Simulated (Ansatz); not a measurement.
**CH9NOSSi2: two geometries relaxed**

Are the two ends of the inversion of the pyramid at N3 separate minima, and which lies lower? Each is relaxed from a guess. SMILES of the start: C[Si](N)(S)[SiH2]O.

All numbers below are computed with Ansatz 0.2.0 (RKS PBE-D4/def2-SVP).

## Step 1: Starting point

Bond lengths: C1–Si2 1.832 Å, Si2–N3 1.684 Å, Si2–S4 2.198 Å, Si2–Si5 2.350 Å, Si5–O6 1.685 Å, C1–H7 1.127 Å, C1–H8 1.080 Å, C1–H9 1.015 Å, N3–H10 1.053 Å, N3–H11 1.022 Å, S4–H12 1.328 Å, Si5–H13 1.514 Å, Si5–H14 1.524 Å, O6–H15 0.980 Å. Angles (14 of 23 angles, heavy atoms first): C1–Si2–N3 109.4°, C1–Si2–S4 110.2°, C1–Si2–Si5 111.7°, N3–Si2–S4 101.8°, N3–Si2–Si5 112.8°, S4–Si2–Si5 110.6°, Si2–Si5–O6 109.8°, Si2–C1–H7 108.6°, Si2–C1–H8 109.4°, Si2–C1–H9 114.0°, Si2–N3–H10 110.7°, Si2–N3–H11 110.7°, Si2–S4–H12 95.6°, Si2–Si5–H13 112.6°.

Coordinates:

```xyz
15

C    -0.9911   -1.7339   -0.7432
Si    0.1995   -0.4476   -0.2093
N     1.0788   -1.0138    1.1104
S     1.7739   -0.1958   -1.7228
Si   -0.8691    1.6006    0.2217
O     0.2079    2.6626    0.9654
H    -1.5427   -1.3587   -1.6512
H    -1.7525   -1.8545    0.0133
H    -0.5654   -2.6337   -0.9431
H     1.8938   -0.3797    1.3143
H     1.5375   -1.8991    0.8858
H     2.1510    1.0118   -1.3175
H    -1.4204    2.2455   -1.0321
H    -2.0185    1.4073    1.2043
H     0.2956    2.5382    1.9333
```

## Step 2: Relaxing end A

File input.yaml:

```yaml
crystal:
  periodic: [false, false, false]
  atoms:
    - { symbol: C, position_ang: [-0.9911, -1.7339, -0.7432] }
    - { symbol: Si, position_ang: [0.1995, -0.4476, -0.2093] }
    - { symbol: "N", position_ang: [1.0788, -1.0138, 1.1104] }
    - { symbol: S, position_ang: [1.7739, -0.1958, -1.7228] }
    - { symbol: Si, position_ang: [-0.8691, 1.6006, 0.2217] }
    - { symbol: O, position_ang: [0.2079, 2.6626, 0.9654] }
    - { symbol: H, position_ang: [-1.5427, -1.3587, -1.6512] }
    - { symbol: H, position_ang: [-1.7525, -1.8545, 0.0133] }
    - { symbol: H, position_ang: [-0.5654, -2.6337, -0.9431] }
    - { symbol: H, position_ang: [1.8938, -0.3797, 1.3143] }
    - { symbol: H, position_ang: [1.5375, -1.8991, 0.8858] }
    - { symbol: H, position_ang: [2.151, 1.0118, -1.3175] }
    - { symbol: H, position_ang: [-1.4204, 2.2455, -1.0321] }
    - { symbol: H, position_ang: [-2.0185, 1.4073, 1.2043] }
    - { symbol: H, position_ang: [0.2956, 2.5382, 1.9333] }
basis:
  gaussian: { orbitals: def2-SVP }
hamiltonian:
  xc: pbe
  dispersion: d4
relax:
  f_tol: 0.015
  max_steps: 40
```

On the command line:

```bash
$ ansatz run input.yaml --threads 2 --pin off --max-ram 3072MiB --backend cpu --events-out ev --progress --plain --runs-dir out
```

Output (excerpt; [...] marks lines left out):

```text
Warning: RAYON_NUM_THREADS=2 ignored (pool sized by the plan → 2); use --threads N
[...]
Functional definition: PBE
[...]
1592 factors; their error is unknown
[...]
mean field -31283.16662409 eV, -1149.6351689433 hartree, gradient 2.7e-5 eV, S^2 0.000000; 0 other end points of the search recorded, 0 dependent functions left out
[...]
reference -31283.16666532 eV, -1149.6351704584 hartree; 37, 37 occupied and 104, 104 virtual orbitals, 1592 factors
relax step   1: F+E_penalty+E_count = -31283.58778011 eV  Δ(F+E_penalty+E_count) = +0.000e0 eV  max|allowed force component| = 3.447e0 eV/Å  Δτ_max = 0.0000 Å  (31 SCF iters, accepted)
[...]
relax step   4: F+E_penalty+E_count = -31284.16366478 eV  Δ(F+E_penalty+E_count) = -2.293e-2 eV  max|allowed force component| = 4.826e-1 eV/Å  Δτ_max = 0.1012 Å  (30 SCF iters, accepted)
[...]
relax step   7: F+E_penalty+E_count = -31284.18717734 eV  Δ(F+E_penalty+E_count) = -2.266e-3 eV  max|allowed force component| = 6.883e-2 eV/Å  Δτ_max = 0.0464 Å  (29 SCF iters, accepted)
[...]
relax step  10: F+E_penalty+E_count = -31284.19237099 eV  Δ(F+E_penalty+E_count) = -2.368e-3 eV  max|allowed force component| = 1.708e-1 eV/Å  Δτ_max = 0.1535 Å  (30 SCF iters, accepted)
[...]
relax step  11: F+E_penalty+E_count = -31284.19627406 eV  Δ(F+E_penalty+E_count) = -3.903e-3 eV  max|allowed force component| = 1.427e-1 eV/Å  Δτ_max = 0.0548 Å  (29 SCF iters, accepted)
[...]
relax step  12: F+E_penalty+E_count = -31284.20189500 eV  Δ(F+E_penalty+E_count) = -5.621e-3 eV  max|allowed force component| = 2.798e-1 eV/Å  Δτ_max = 0.1953 Å  (30 SCF iters, accepted)
[...]
1592 factors; their error is unknown
```

## Step 3: The log goes on: end point A relaxed

Output, continued (excerpt; [...] marks lines left out):

```text
mean field -31283.78634839 eV, -1149.6579433915 hartree, gradient 2.6e-5 eV, S^2 0.000000; 0 other end points of the search recorded, 0 dependent functions left out
[...]
reference -31283.78639086 eV, -1149.6579449521 hartree; 37, 37 occupied and 104, 104 virtual orbitals, 1592 factors
relax step  13: F+E_penalty+E_count = -31284.20859212 eV  Δ(F+E_penalty+E_count) = -6.697e-3 eV  max|allowed force component| = 3.101e-1 eV/Å  Δτ_max = 0.0848 Å  (29 SCF iters, accepted)
[...]
relax step  15: F+E_penalty+E_count = -31284.21787211 eV  Δ(F+E_penalty+E_count) = -2.957e-3 eV  max|allowed force component| = 1.870e-1 eV/Å  Δτ_max = 0.0846 Å  (29 SCF iters, accepted)
[...]
relax step  17: F+E_penalty+E_count = -31284.22175570 eV  Δ(F+E_penalty+E_count) = -9.278e-4 eV  max|allowed force component| = 6.807e-2 eV/Å  Δτ_max = 0.0289 Å  (30 SCF iters, accepted)
[...]
Atom 5 at     0.388564     2.790437     0.261382 Å, force     0.004780    -0.001740     0.009615 eV/Å
Atom 6 at    -1.366521    -1.362859    -1.877666 Å, force    -0.000560     0.000339    -0.000253 eV/Å
Atom 7 at    -1.674070    -2.141077    -0.276938 Å, force    -0.001407    -0.000173    -0.000015 eV/Å
Atom 8 at    -0.278755    -2.655312    -1.283531 Å, force    -0.000483     0.000178    -0.000147 eV/Å
Atom 9 at     1.386916    -0.636829     1.951545 Å, force    -0.002058    -0.001439    -0.000348 eV/Å
Atom 10 at     1.222017    -2.142524     1.265218 Å, force    -0.001896    -0.000313    -0.001421 eV/Å
Atom 11 at     1.721022     1.411620    -1.099746 Å, force    -0.000266    -0.006644    -0.002117 eV/Å
Atom 12 at    -1.830173     1.936986    -0.683208 Å, force    -0.002398     0.002000    -0.002726 eV/Å
Atom 13 at    -1.480571     1.632954     1.723301 Å, force    -0.000397    -0.000168     0.000541 eV/Å
Atom 14 at     0.935260     2.867754     1.062856 Å, force     0.002655     0.007389    -0.005452 eV/Å
Dipole moment:     0.088938    -0.175421     0.519373 e Å
```

Run time: 42 s. Hardware: 2 threads of Intel Xeon 6975P-C (Granite Rapids), shared host; peak memory 0.21 GiB.

Step by step:

| step | energy from step 1 (eV) | largest force component (eV/Å) |
| --- | --- | --- |
| 1 | 0.0000 | 3.4472 |
| 2 | -0.4560 | 0.9517 |
| 3 | -0.5530 | 0.4636 |
| 4 | -0.5759 | 0.4826 |
| 5 | -0.5919 | 0.1440 |
| 6 | -0.5971 | 0.0965 |
| 7 | -0.5994 | 0.0688 |
| 8 | -0.6008 | 0.0283 |
| 9 | -0.6022 | 0.0420 |
| 10 | -0.6046 | 0.1708 |
| 11 | -0.6085 | 0.1427 |
| 12 | -0.6141 | 0.2798 |
| 13 | -0.6208 | 0.3101 |
| 14 | -0.6271 | 0.1746 |
| 15 | -0.6301 | 0.1870 |
| 16 | -0.6330 | 0.1225 |
| 17 | -0.6340 | 0.0681 |
| 18 | -0.6344 | 0.0316 |
| 19 | -0.6346 | 0.0234 |
| 20 | -0.6347 | 0.0186 |
| 21 | -0.6347 | 0.0096 |

Step 1 is the start.

After: Bond lengths: C1–Si2 1.884 Å, Si2–N3 1.755 Å, Si2–S4 2.192 Å, Si2–Si5 2.360 Å, Si5–O6 1.707 Å, C1–H7 1.107 Å, C1–H8 1.108 Å, C1–H9 1.110 Å, N3–H10 1.025 Å, N3–H11 1.027 Å, S4–H12 1.368 Å, Si5–H13 1.503 Å, Si5–H14 1.513 Å, O6–H15 0.973 Å. Angles (14 of 23 angles, heavy atoms first): C1–Si2–N3 106.7°, C1–Si2–S4 106.5°, C1–Si2–Si5 116.7°, N3–Si2–S4 118.0°, N3–Si2–Si5 109.2°, S4–Si2–Si5 100.1°, Si2–Si5–O6 107.8°, Si2–C1–H7 110.7°, Si2–C1–H8 110.6°, Si2–C1–H9 110.4°, Si2–N3–H10 117.3°, Si2–N3–H11 116.5°, Si2–S4–H12 91.8°, Si2–Si5–H13 110.4°.

## Step 4: End point B

The second end starts from a geometry with the move made by hand.

input.yaml, as its differences from that of step 2:

```diff
@@ -12,4 +12,4 @@
     - { symbol: H, position_ang: [-0.5654, -2.6337, -0.9431] }
-    - { symbol: H, position_ang: [1.8938, -0.3797, 1.3143] }
-    - { symbol: H, position_ang: [1.5375, -1.8991, 0.8858] }
+    - { symbol: H, position_ang: [0.96022, -0.37487, 1.93841] }
+    - { symbol: H, position_ang: [0.6896, -1.89472, 1.45262] }
     - { symbol: H, position_ang: [2.151, 1.0118, -1.3175] }
```

On the command line:

```bash
$ ansatz run input.yaml --threads 2 --pin off --max-ram 3072MiB --backend cpu --events-out ev --progress --plain --runs-dir out
```

Output (excerpt; [...] marks lines left out):

```text
Warning: RAYON_NUM_THREADS=2 ignored (pool sized by the plan → 2); use --threads N
[...]
[... 1 set-up line as earlier in the session ...]
[...]
1592 factors; their error is unknown
[...]
mean field -31283.03913839 eV, -1149.6304839305 hartree, gradient 5.1e-5 eV, S^2 0.000000; 0 other end points of the search recorded, 0 dependent functions left out
[...]
reference -31283.03918031 eV, -1149.6304854708 hartree; 37, 37 occupied and 104, 104 virtual orbitals, 1592 factors
relax step   1: F+E_penalty+E_count = -31283.46010371 eV  Δ(F+E_penalty+E_count) = +0.000e0 eV  max|allowed force component| = 3.449e0 eV/Å  Δτ_max = 0.0000 Å  (29 SCF iters, accepted)
[...]
relax step   4: F+E_penalty+E_count = -31283.97556900 eV  Δ(F+E_penalty+E_count) = +4.201e-2 eV  max|allowed force component| = 1.243e0 eV/Å  Δτ_max = 0.1999 Å  (34 SCF iters, rejected (line search))
[...]
relax step   7: F+E_penalty+E_count = -31284.08154656 eV  Δ(F+E_penalty+E_count) = +3.319e-3 eV  max|allowed force component| = 1.380e0 eV/Å  Δτ_max = 0.1446 Å  (29 SCF iters, rejected (line search))
[...]
relax step  10: F+E_penalty+E_count = -31284.16786114 eV  Δ(F+E_penalty+E_count) = -4.128e-2 eV  max|allowed force component| = 4.330e-1 eV/Å  Δτ_max = 0.1125 Å  (29 SCF iters, accepted)
[...]
relax step  13: F+E_penalty+E_count = -31284.20080536 eV  Δ(F+E_penalty+E_count) = -1.403e-2 eV  max|allowed force component| = 3.726e-1 eV/Å  Δτ_max = 0.0861 Å  (30 SCF iters, accepted)
[...]
relax step  14: F+E_penalty+E_count = -31284.20873519 eV  Δ(F+E_penalty+E_count) = -7.930e-3 eV  max|allowed force component| = 2.058e-1 eV/Å  Δτ_max = 0.1847 Å  (29 SCF iters, accepted)
[...]
1592 factors; their error is unknown
mean field -31283.79261510 eV, -1149.6581736886 hartree, gradient 2.6e-5 eV, S^2 0.000000; 0 other end points of the search recorded, 0 dependent functions left out
[...]
```

## Step 5: More of the same log: end point B relaxed

Output, continued:

```text
reference -31283.79265796 eV, -1149.6581752639 hartree; 37, 37 occupied and 104, 104 virtual orbitals, 1592 factors
relax step  15: F+E_penalty+E_count = -31284.21430456 eV  Δ(F+E_penalty+E_count) = -5.569e-3 eV  max|allowed force component| = 1.100e-1 eV/Å  Δτ_max = 0.0654 Å  (30 SCF iters, accepted)
these checks for a lower state are left out or cut short: starts, cluster_reference, orbital_swaps, neighbouring_geometries, increment
1592 factors; their error is unknown
mean field -31283.79471303 eV, -1149.6582507860 hartree, gradient 2.6e-5 eV, S^2 0.000000; 0 other end points of the search recorded, 0 dependent functions left out
the calculation of the forces begins
reference -31283.79475590 eV, -1149.6582523615 hartree; 37, 37 occupied and 104, 104 virtual orbitals, 1592 factors
relax step  16: F+E_penalty+E_count = -31284.21689204 eV  Δ(F+E_penalty+E_count) = -2.587e-3 eV  max|allowed force component| = 7.784e-2 eV/Å  Δτ_max = 0.0529 Å  (29 SCF iters, accepted)
these checks for a lower state are left out or cut short: starts, cluster_reference, orbital_swaps, neighbouring_geometries, increment
1592 factors; their error is unknown
mean field evaluation 128: about -31283.7961 eV, gradient 1.1e-4 eV
mean field -31283.79605028 eV, -1149.6582999294 hartree, gradient 7.9e-6 eV, S^2 0.000000; 0 other end points of the search recorded, 0 dependent functions left out
the calculation of the forces begins
reference -31283.79609316 eV, -1149.6583015051 hartree; 37, 37 occupied and 104, 104 virtual orbitals, 1592 factors
relax step  17: F+E_penalty+E_count = -31284.21901790 eV  Δ(F+E_penalty+E_count) = -2.126e-3 eV  max|allowed force component| = 1.262e-1 eV/Å  Δτ_max = 0.1274 Å  (30 SCF iters, accepted)
these checks for a lower state are left out or cut short: starts, cluster_reference, orbital_swaps, neighbouring_geometries, increment
1592 factors; their error is unknown
mean field -31283.79780271 eV, -1149.6583643299 hartree, gradient 2.6e-5 eV, S^2 0.000000; 0 other end points of the search recorded, 0 dependent functions left out
the calculation of the forces begins
reference -31283.79784557 eV, -1149.6583659048 hartree; 37, 37 occupied and 104, 104 virtual orbitals, 1592 factors
relax step  18: F+E_penalty+E_count = -31284.22042139 eV  Δ(F+E_penalty+E_count) = -1.403e-3 eV  max|allowed force component| = 8.271e-2 eV/Å  Δτ_max = 0.0135 Å  (30 SCF iters, accepted)
these checks for a lower state are left out or cut short: starts, cluster_reference, orbital_swaps, neighbouring_geometries, increment
1592 factors; their error is unknown
mean field -31283.79924539 eV, -1149.6584173474 hartree, gradient 2.6e-5 eV, S^2 0.000000; 0 other end points of the search recorded, 0 dependent functions left out
the calculation of the forces begins
reference -31283.79928815 eV, -1149.6584189188 hartree; 37, 37 occupied and 104, 104 virtual orbitals, 1592 factors
relax step  19: F+E_penalty+E_count = -31284.22162520 eV  Δ(F+E_penalty+E_count) = -1.204e-3 eV  max|allowed force component| = 4.240e-2 eV/Å  Δτ_max = 0.0411 Å  (29 SCF iters, accepted)
these checks for a lower state are left out or cut short: starts, cluster_reference, orbital_swaps, neighbouring_geometries, increment
1592 factors; their error is unknown
mean field -31283.79997454 eV, -1149.6584441430 hartree, gradient 2.6e-5 eV, S^2 0.000000; 0 other end points of the search recorded, 0 dependent functions left out
the calculation of the forces begins
reference -31283.80001707 eV, -1149.6584457062 hartree; 37, 37 occupied and 104, 104 virtual orbitals, 1592 factors
relax step  20: F+E_penalty+E_count = -31284.22218912 eV  Δ(F+E_penalty+E_count) = -5.639e-4 eV  max|allowed force component| = 4.818e-2 eV/Å  Δτ_max = 0.0671 Å  (29 SCF iters, accepted)
these checks for a lower state are left out or cut short: starts, cluster_reference, orbital_swaps, neighbouring_geometries, increment
1592 factors; their error is unknown
mean field -31283.80012341 eV, -1149.6584496140 hartree, gradient 2.6e-5 eV, S^2 0.000000; 0 other end points of the search recorded, 0 dependent functions left out
the calculation of the forces begins
reference -31283.80016585 eV, -1149.6584511737 hartree; 37, 37 occupied and 104, 104 virtual orbitals, 1592 factors
relax step  21: F+E_penalty+E_count = -31284.22237870 eV  Δ(F+E_penalty+E_count) = -1.896e-4 eV  max|allowed force component| = 4.050e-2 eV/Å  Δτ_max = 0.0317 Å  (29 SCF iters, accepted)
these checks for a lower state are left out or cut short: starts, cluster_reference, orbital_swaps, neighbouring_geometries, increment
1592 factors; their error is unknown
mean field evaluation 160: about -31283.9081 eV, gradient 3.7e-1 eV
mean field -31283.80020375 eV, -1149.6584525666 hartree, gradient 1.4e-5 eV, S^2 0.000000; 0 other end points of the search recorded, 0 dependent functions left out
the calculation of the forces begins
reference -31283.80024620 eV, -1149.6584541266 hartree; 37, 37 occupied and 104, 104 virtual orbitals, 1592 factors
relax step  22: F+E_penalty+E_count = -31284.22249688 eV  Δ(F+E_penalty+E_count) = -1.182e-4 eV  max|allowed force component| = 2.478e-2 eV/Å  Δτ_max = 0.0074 Å  (24 SCF iters, accepted)
these checks for a lower state are left out or cut short: starts, cluster_reference, orbital_swaps, neighbouring_geometries, increment
1592 factors; their error is unknown
mean field -31283.80021367 eV, -1149.6584529310 hartree, gradient 2.1e-5 eV, S^2 0.000000; 0 other end points of the search recorded, 0 dependent functions left out
the calculation of the forces begins
reference -31283.80025612 eV, -1149.6584544909 hartree; 37, 37 occupied and 104, 104 virtual orbitals, 1592 factors
relax step  23: F+E_penalty+E_count = -31284.22252001 eV  Δ(F+E_penalty+E_count) = -2.314e-5 eV  max|allowed force component| = 1.110e-2 eV/Å  Δτ_max = 0.0023 Å  (23 SCF iters, accepted)
1592 factors; their error is unknown
mean field -31283.80021367 eV, -1149.6584529310 hartree, gradient 2.1e-5 eV, S^2 0.000000; 1 other end points of the search recorded, 0 dependent functions left out
the calculation of the forces begins
reference -31283.80025612 eV, -1149.6584544909 hartree; 37, 37 occupied and 104, 104 virtual orbitals, 1592 factors
Total energy: -31284.22256246 eV, -1149.6739739628 hartree
Atom 0 at    -0.977571    -1.767468    -0.944264 Å, force     0.000279     0.001413    -0.002402 eV/Å
Atom 1 at     0.070427    -0.499829    -0.024517 Å, force     0.002608    -0.004979     0.000786 eV/Å
Atom 2 at     0.483725    -1.213533     1.523624 Å, force     0.007992    -0.005954     0.003564 eV/Å
Atom 3 at     1.707057     0.048093    -1.375609 Å, force     0.000444     0.009230     0.003160 eV/Å
Atom 4 at    -0.899047     1.621350     0.331264 Å, force     0.001268    -0.000569    -0.001341 eV/Å
Atom 5 at     0.359201     2.775915     0.330037 Å, force    -0.003507    -0.003523     0.002290 eV/Å
Atom 6 at    -1.344586    -1.350719    -1.902464 Å, force    -0.000232    -0.000840     0.001645 eV/Å
Atom 7 at    -1.843411    -2.080863    -0.327486 Å, force    -0.000754    -0.000018     0.000319 eV/Å
Atom 8 at    -0.375895    -2.670978    -1.177776 Å, force    -0.000273     0.000083     0.000447 eV/Å
Atom 9 at     1.038514    -0.644731     2.170921 Å, force    -0.002863    -0.002158    -0.001182 eV/Å
Atom 10 at     0.884265    -2.158768     1.500065 Å, force    -0.006607     0.011100    -0.002641 eV/Å
Atom 11 at     1.766652     1.313939    -0.859784 Å, force     0.000331    -0.007376    -0.003834 eV/Å
Atom 12 at    -1.787185     1.991931    -0.823122 Å, force    -0.000697     0.000481     0.000803 eV/Å
Atom 13 at    -1.696671     1.728363     1.612340 Å, force    -0.000587     0.001069    -0.000923 eV/Å
Atom 14 at     0.811344     2.865706     1.186999 Å, force     0.002599     0.002041    -0.000691 eV/Å
Dipole moment:     0.026913    -0.162372     0.532703 e Å
```

It took 47 s on 2 threads of Intel Xeon 6975P-C (Granite Rapids), shared host; peak memory 0.22 GiB.

The steps of the relaxation:

| step | energy from step 1 (eV) | largest force component (eV/Å) |
| --- | --- | --- |
| 1 | 0.0000 | 3.4493 |
| 2 | -0.4857 | 1.1692 |
| 3 | -0.5575 | 0.4966 |
| 4x | -0.5155 | 1.2434 |
| 5 | -0.6034 | 0.3691 |
| 6 | -0.6248 | 0.2356 |
| 7x | -0.6214 | 1.3803 |
| 8 | -0.6460 | 0.1737 |
| 9 | -0.6665 | 0.4813 |
| 10 | -0.7078 | 0.4330 |
| 11 | -0.7223 | 0.2073 |
| 12 | -0.7267 | 0.7100 |
| 13 | -0.7407 | 0.3726 |
| 14 | -0.7486 | 0.2058 |
| 15 | -0.7542 | 0.1100 |
| 16 | -0.7568 | 0.0778 |
| 17 | -0.7589 | 0.1262 |
| 18 | -0.7603 | 0.0827 |
| 19 | -0.7615 | 0.0424 |
| 20 | -0.7621 | 0.0482 |
| 21 | -0.7623 | 0.0405 |
| 22 | -0.7624 | 0.0248 |
| 23 | -0.7624 | 0.0111 |

Step 1 is the start. 2 steps were tried and not accepted (marked x).

After: Bond lengths: C1–Si2 1.884 Å, Si2–N3 1.754 Å, Si2–S4 2.192 Å, Si2–Si5 2.359 Å, Si5–O6 1.708 Å, C1–H7 1.107 Å, C1–H8 1.108 Å, C1–H9 1.110 Å, N3–H10 1.025 Å, N3–H11 1.027 Å, S4–H12 1.368 Å, Si5–H13 1.503 Å, Si5–H14 1.513 Å, O6–H15 0.973 Å. Angles (14 of 23 angles, heavy atoms first): C1–Si2–N3 106.7°, C1–Si2–S4 106.4°, C1–Si2–Si5 116.7°, N3–Si2–S4 118.0°, N3–Si2–Si5 109.2°, S4–Si2–Si5 100.1°, Si2–Si5–O6 107.8°, Si2–C1–H7 110.7°, Si2–C1–H8 110.7°, Si2–C1–H9 110.4°, Si2–N3–H10 117.3°, Si2–N3–H11 116.5°, Si2–S4–H12 91.8°, Si2–Si5–H13 110.4°.

## Step 6: Summary of results

| quantity | value |
| --- | --- |
| end A | 20 moves, 0.635 eV lower |
| end B | 20 moves, 0.762 eV lower |
| largest difference between the ends | 0.02 Å |
| end B relative to end A | -0.000 eV |

What this shows: The two relaxations end at one structure, within 0.02 Å: no second minimum was found from this start, which doesn't rule one out.
